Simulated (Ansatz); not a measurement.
# Pb: the cost of one run

Method: DFT PBEsol, scalar-relativistic, in Ansatz 0.2.0.

**1. Starting point**

The structure is hexagonal, space group P6_3/mmc (No. 194). Conventional cell: a = 3.480 Å, b = 3.480 Å, c = 5.590 Å, α = 90.00°, β = 90.00°, γ = 120.00°. Pb (site symmetry -6m2) is surrounded by 12 Pb at 3.44 to 3.48 Å.

As a file:

```
CELL_PARAMETERS angstrom
3.48000 0.00000 0.00000
-1.74000 3.01377 0.00000
0.00000 0.00000 5.59000
ATOMIC_POSITIONS crystal
Pb 0.33333 0.66667 0.25000
Pb 0.66667 0.33333 0.75000
```

Atoms are numbered in the order of the input: Pb1, Pb2.

**2. After the deformation**

Space group P6_3/mmc before, P6_3/mmc after.

**3. Full-potential LAPW**

Contents of input.yaml:

```yaml
crystal:
  lattice:
    - [3.4104006768, 0.0, 0.0]
    - [-1.7052003384, 2.9534936231, 0.0]
    - [0.0, 0.0, 5.59]
  atoms:
    - { symbol: Pb, position: [0.3333333333, 0.6666666667, 0.25] }
    - { symbol: Pb, position: [0.6666666667, 0.3333333333, 0.75] }
kpoints:
  mp_grid: { grid: [14, 14, 8] }
  band_path:
    path:
      - [0.0, 0.0, 0.0]
      - [0.5, 0.0, 0.0]
      - [0.3333333333, 0.3333333333, 0.0]
      - [0.0, 0.0, 0.0]
      - [0.0, 0.0, 0.5]
      - [0.5, 0.0, 0.5]
      - [0.3333333333, 0.3333333333, 0.5]
      - [0.0, 0.0, 0.5]
      - [0.5, 0.0, 0.5]
    npoints: 5
scf:
  occupations: { method: fermi_dirac, width: 0.08 }
hamiltonian:
  xc: pbesol
  pseudopotentials: { kind: all_electron, lapw: { basis_error: 0.0005 } }
output:
  forces: true
  stress: true
  eigenvalues: true
```

The run is started by

```sh
ansatz run input.yaml --threads 1 --pin off --max-ram 3072MiB --backend cpu --events-out ev --progress --plain --runs-dir out
```

**Question.** How long does this run take on 1 thread of Arm Neoverse V1, shared host, and how much memory does it need?

About 55 s, with a peak of 0.54 GiB.
